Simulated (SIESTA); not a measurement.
Write the native input for SIESTA 5.4.2 that does the following.

- Task: single point
- Functional: PBEsol
- Potentials or basis: PseudoDojo 0.4 standard (PBEsol files)
- Basis: DZP (energy shift 0.003 Ry; two zetas on semicore shells)
- Grid cutoff: 800 Ry
- Energy shift: 0.003 Ry
- k mesh: 7 × 7 × 5
- Occupations: fermi-dirac, width 0.05 eV
- Spin: no spin polarisation

The system is Cu2Sn2Pd.

```xyz
5
Lattice="4.4159 0.0000 0.0000 -2.2079 3.8243 0.0000 0.0000 0.0000 5.5218" Properties=species:S:1:pos:R:3 pbc="T T T"
Sn    2.2079    1.2748    4.3941
Sn    0.0000    2.5495    1.1277
Pd    0.0000    0.0000    2.7609
Cu    2.2079    1.2748    1.6436
Cu    0.0000    2.5495    3.8782
```

The cell comes from a database or a generator and needn't be the stable form of this composition.

One way to write it, as run:

Cu2Sn2Pd.fdf

```
SystemName                      Cu2Sn2Pd
SystemLabel                     Cu2Sn2Pd
NumberOfSpecies                 3
NumberOfAtoms                   5
%block ChemicalSpeciesLabel
  1  50 Sn
  2  46 Pd
  3  29 Cu
%endblock ChemicalSpeciesLabel

LatticeConstant                 1.0 Ang
%block LatticeVectors
     4.4158689805     0.0000000000     0.0000000000
    -2.2079344903     3.8242547169     0.0000000000
     0.0000000000     0.0000000000     5.5218450000
%endblock LatticeVectors
AtomicCoordinatesFormat         Fractional
%block AtomicCoordinatesAndAtomicSpecies
     0.6666666667     0.3333333333     0.7957690000  1  Sn
     0.3333333333     0.6666666667     0.2042310000  1  Sn
     0.0000000000     0.0000000000     0.5000000000  2  Pd
     0.6666666667     0.3333333333     0.2976630000  3  Cu
     0.3333333333     0.6666666667     0.7023370000  3  Cu
%endblock AtomicCoordinatesAndAtomicSpecies

%block kgrid.MonkhorstPack
    7   0   0  0.0
    0   7   0  0.0
    0   0   5  0.0
%endblock kgrid.MonkhorstPack
XC.Functional                   GGA
XC.Authors                      PBEsol
PAO.BasisSize                   DZP
PAO.EnergyShift                 0.003 Ry
Mesh.Cutoff                     800 Ry
OccupationFunction              FD
ElectronicTemperature           0.05 eV
MaxSCFIterations                120
SCF.MustConverge                false
SCF.Mixer.Method                Pulay
SCF.Mixer.Weight                0.25
SCF.Mixer.History               8
SCF.DM.Tolerance                5.0e-05
SCF.H.Tolerance                 1.0e-03 eV
WriteForces                     true
Charge.Mulliken                 end
%block PAO.Basis
  Sn 4
  n=5 0 2
    6.406 0.000
  n=5 1 2
    8.599 0.000
  n=4 2 2
    3.767 0.000
  n=5 2 1
    8.599
  Pd 5
  n=4 0 2
    2.827 0.000
  n=5 0 2
    8.651 0.000
  n=4 1 2
    3.241 0.000
  n=5 1 1
    8.651
  n=4 2 2
    5.842 0.000
  Cu 5
  n=3 0 2
    2.374 0.000
  n=4 0 2
    7.224 0.000
  n=3 1 2
    2.662 0.000
  n=4 1 1
    7.224
  n=3 2 2
    4.908 0.000
%endblock PAO.Basis
```

Potentials or basis: PseudoDojo 0.4 standard (PBEsol files), DZP (energy shift 0.003 Ry; two zetas on semicore shells).

The run is started by

```bash
$ siesta Cu2Sn2Pd.fdf > Cu2Sn2Pd.out 2>&1
```

Results of the run:

* Pressure: -4.2 GPa
* Largest force: 0.195 eV/Å
* Band gap on the k mesh: none (metal or under the smearing width)

Caveat: short orbitals over semicore shells can move pressures by several GPa; the basis of atomic orbitals isn't converged, which shifts pressures, moduli and gaps.

Wall time 3.5 min on 1 thread of Arm Neoverse V1 (shared host), peak memory 0.62 GiB.
